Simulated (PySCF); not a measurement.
# Ge₂H₉NSi: magnetic properties

Aim: compute the magnetic properties of Ge₂H₉NSi (`[SiH3][NH][GeH2][GeH3]`).

Programs: PySCF 2.14.0, with routines of our own; each step states its level. All values are computed. Atoms count from 0.

### 1 The starting structure

13 atoms, charge 0, multiplicity 1; geometry from: GFN2-xTB.

### 2 Relaxing the molecule at PBE0-D3(BJ)/def2-SVP

What the job is given:

```
{"job": {"xc": "PBE0", "basis": "def2-SVP", "d3": "d3bj", "grid": 1, "kind": "geom"}, "charge": 0, "multiplicity": 1}
Si     1.911234     0.537632     0.436991
N      1.010859    -0.937783     0.355070
Ge    -0.601523    -1.166527    -0.469292
Ge    -1.935098     0.763242    -0.148278
H      0.988110     1.544599     0.974004
H      3.030546     0.254086     1.334432
H      2.402734     0.983215    -0.876612
H      1.564471    -1.777009     0.428879
H     -1.151830    -2.451012     0.120384
H     -0.374070    -1.489825    -1.943362
H     -3.327942     0.603354    -0.688111
H     -2.121802     1.149193     1.288936
H     -1.400076     1.987322    -0.830769
```

On the command line:

```bash
$ OMP_NUM_THREADS=1 python excited_run.py task.json out
```

One launch serves the whole session: the jobs run in the order shown.

Output:

```text
step   0  E = -4502.31096077  max force = 0.015484
step   1  E = -4502.31743163  max force = 0.004897
step   2  E = -4502.31795565  max force = 0.001072
step   3  E = -4502.31799036  max force = 0.000885
step   4  E = -4502.31802369  max force = 0.000801
step   5  E = -4502.31808114  max force = 0.001095
step   6  E = -4502.31811811  max force = 0.001176
step   7  E = -4502.31815484  max force = 0.000634
step   8  E = -4502.31817212  max force = 0.000561
step   9  E = -4502.31818180  max force = 0.000544
step  10  E = -4502.31819143  max force = 0.000467
step  11  E = -4502.31819904  max force = 0.000391
optimisation converged
```

Run time: 88 s. Hardware: 1 thread of Arm Neoverse V2, shared host; peak memory 0.68 GiB.

Step by step:

```
step  energy from step 0 (eV)  largest force component (eV/Å)
   0                   0.0000                          0.7962
   1                  -0.1761                          0.2518
   2                  -0.1903                          0.0551
   3                  -0.1913                          0.0455
   4                  -0.1922                          0.0412
   5                  -0.1938                          0.0563
   6                  -0.1948                          0.0605
   7                  -0.1958                          0.0326
   8                  -0.1962                          0.0288
   9                  -0.1965                          0.0280
  10                  -0.1968                          0.0240
  11                  -0.1970                          0.0201
```

Distances of close pairs at the start and the end, largest changes first:

```
   bond  before (Å)  after (Å)  change (Å)
Ge2–Ge3       2.368      2.421      +0.053
Ge3–H10       1.502      1.541      +0.039
Ge3–H12       1.500      1.538      +0.038
Ge3–H11       1.500      1.538      +0.038
 Si0–H5       1.462      1.496      +0.033
 Si0–H6       1.472      1.500      +0.029
 Ge2–H8       1.517      1.544      +0.027
 Si0–H4       1.468      1.495      +0.027
```

The next job starts from the end point, and lists it.

```
                         at the end point                value
  point group (found at 0.08 Å tolerance)                   C1
rotational constants (GHz, main isotopes)  2.528, 1.181, 0.832
                        dipole moment (D)                 0.89
```

### 3 Magnetic properties: GIAO PBE/pcSseg-1

What the job is given:

```
{"job": {"kind": "mag", "xc": "PBE", "basis": "pcSseg-1", "isotopologues": 4}, "charge": 0, "multiplicity": 1}
Si     2.002005     0.916283     0.773283
N      1.147563    -0.562787     0.481672
Ge    -0.567533    -0.809634    -0.154566
Ge    -1.890036     1.178494     0.244492
H      0.999874     1.952160     1.169580
H      2.990196     0.720011     1.878924
H      2.756722     1.453166    -0.407085
H      1.699529    -1.416083     0.502326
H     -1.164894    -2.033214     0.573509
H     -0.553282    -1.132073    -1.669036
H     -3.337910     0.884861    -0.193724
H     -1.890891     1.557112     1.734849
H     -1.362581     2.366023    -0.578986
```

With the program's defaults for keys left out, this is: GIAO PBE/pcSseg-1 magnetisability, rotational g tensor and spin-rotation constants, non-relativistic, gas phase.

Output:

```text
coarse grid: 48616 points
cycle   1  E = -4502.2019695629  dE = -1.271e+00  |g| = 1.581e+00  |ddm| = 3.447e+00
cycle   2  E = -4501.8022326065  dE =  3.997e-01  |g| = 2.112e+00  |ddm| = 2.138e+00
cycle   3  E = -4502.3032273830  dE = -5.010e-01  |g| = 5.796e-01  |ddm| = 1.935e+00
cycle   4  E = -4502.3778273385  dE = -7.460e-02  |g| = 1.215e-01  |ddm| = 5.319e-01
cycle   5  E = -4502.3794947115  dE = -1.667e-03  |g| = 3.589e-02  |ddm| = 1.323e-01
cycle   6  E = -4502.3798323633  dE = -3.377e-04  |g| = 6.166e-03  |ddm| = 5.183e-02
cycle   7  E = -4502.3798422542  dE = -9.891e-06  |g| = 2.108e-03  |ddm| = 8.117e-03
final grid: 97344 points
cycle   8  E = -4502.3797083643  dE =  6.876e-07  |g| = 3.388e-03  |ddm| = 4.944e-03
cycle   9  E = -4502.3797059775  dE =  2.387e-06  |g| = 5.608e-03  |ddm| = 7.201e-03
cycle  10  E = -4502.3797097729  dE = -3.795e-06  |g| = 5.369e-04  |ddm| = 4.459e-03
cycle  11  E = -4502.3797098291  dE = -5.623e-08  |g| = 9.764e-05  |ddm| = 4.818e-04
cycle  12  E = -4502.3797098320  dE = -2.889e-09  |g| = 9.842e-06  |ddm| = 1.287e-04
cycle  13  E = -4502.3797098320  dE = -1.455e-11  |g| = 1.733e-06  |ddm| = 1.248e-05
converged SCF energy = -4502.3797098320

Magnetisability tensor (1e-30 J/T^2)
    -1434.83      -88.13      -39.64
      -88.13    -1388.65      -18.14
      -39.64      -18.14    -1367.54
isotropic -1397.01   principal values   -1515.11  -1357.74  -1318.18
isotropic susceptibility -84.130 1e-6 cm^3/mol

Inertial axes            a          b          c
rot. const./GHz      2.5280     1.1811     0.8321
chi total           -84.108    -86.553    -81.728
chi diamagnetic    -568.836  -1070.915  -1447.195
chi paramagnetic    484.728    984.361   1365.467
quadrupole/D A        2.342      0.416     -2.758
g nuclear            0.5470     0.5348     0.5246
g electronic        -0.5757    -0.5462    -0.5338
g total             -0.0287    -0.0114    -0.0092

Spin-rotation constants (kHz, H = +C I.J)
atom  isotope        aa         bb         cc
  1    14N        0.053      0.039      0.022
  4     1H        0.012     -0.046     -0.074
  5     1H       -0.011     -0.095     -0.027
  6     1H       -0.160     -0.099      0.026
  7     1H       -0.163     -0.076     -0.107
  8     1H       -0.208     -0.029     -0.013
  9     1H       -0.210     -0.057      0.012
 10     1H        0.018     -0.077     -0.080
 11     1H       -0.217     -0.067     -0.005
 12     1H       -0.212     -0.050     -0.017
  0   29Si*      -1.599     -0.591     -0.511
  2   73Ge*      -0.654     -0.360     -0.267
  3   73Ge*      -0.623     -0.291     -0.202
* in the singly substituted isotopologue

Isotopologues: g along a, b, c
2H    at 4,5,6,7,8,9,10    -0.0242    -0.0104    -0.0083
30Si  at 0                 -0.0277    -0.0114    -0.0090
15N   at 1                 -0.0287    -0.0113    -0.0091
2H    at 4                 -0.0278    -0.0115    -0.0091
```

Run time: 37 s. Hardware: 1 thread of Arm Neoverse V2, shared host; peak memory 0.82 GiB.

From this job:

```
              quantity                      value
       magnetisability           -1397·10⁻³⁰ J/T²
  molar susceptibility         -84.1·10⁻⁶ cm³/mol
rotational g (a, b, c)  -0.0287, -0.0114, -0.0092
```

The fields below are evaluated on a grid from the run's orbitals.

Frontier orbitals at PBE/pcSseg-1, with the share of their density that lies nearest to each atom:

```
orbital  energy (eV)                                 lies on
   HOMO        -5.88  N1 60 %; H6, H9 about 9 % each; H7 7 %
   LUMO        -0.97              Ge2 15 %; H7 13 %; N1 11 %
```

ELF in a plane through or near 7 of the atoms.

Ten even steps from ' ' (0.00) to '@' (1.00):
```
                                                        
                                                        
                                                        
                    ..--..                              
                  ::%%@@%%::                            
                ..**@@@@@@##    ..::::::..              
          ..::::::##@@@@@@%%    ::==----::::....        
        ::**##**....**@@@@++  ..::::++::--%%@@%%--      
        ==%%@@##::##::++++    --::++##++--@@@@@@**      
        --##@@##..++..==::  ..**++::--..##@@@@@@##      
        ..==**==::==%%%%**::--++%%##====##@@@@@@++      
                ..++==++##**..==::++++::..++**==        
                --####--##====##==::--..                
              ..%%@@@@##----..::..==::                  
              ..%%@@@@++  ..--++**##==                  
                ..==::      --**##**--                  
                            ..------..                  
                                                        
                                                        
                                                        
```
The map spans 12.1 Å across and 9.8 Å up, centred on the molecule. Atoms in the plane (x, y in Å): Si0 (-2.0, 0.6), N1 (-1.1, -0.9), Ge2 (0.7, -1.3), Ge3 (2.0, 0.8), H4 (-1.0, 1.7), H7 (-1.7, -1.7), H10 (3.5, 0.4).

On the surface of density 0.002 e/bohr³ the electrostatic potential runs, from the 1st to the 99th percentile, from -0.41 V near N1 to 1.51 V near H7.

### 4 What came out

| quantity | value |
| --- | --- |
| point group | C1 |
| rotational constants (main isotopes) | 2.53, 1.18, 0.83 GHz |
| magnetisability (step 3, GIAO PBE/pcSseg-1) | -1397·10⁻³⁰ J/T² |
| molar susceptibility (step 3, GIAO PBE/pcSseg-1) | -84.1·10⁻⁶ cm³/mol |
| rotational g (a, b, c) (step 3, GIAO PBE/pcSseg-1) | -0.0287, -0.0114, -0.0092 |
| surface potential, 1st and 99th percentile | -0.41 V and 1.51 V |

In words: Over 11 steps the energy fell by 0.197 eV; of the close pairs, Ge2–Ge3 changed most, 2.368 to 2.421 Å. Steps that list no spin-orbit terms leave them out, which matters at and beside the heavy atoms. By nearest atom (PBE/pcSseg-1), the HOMO sits on N1 60 %; H6, H9 about 9 % each and the LUMO on Ge2 15 %; H7 13 %. Vibrational averaging and real surroundings are missing from these values.
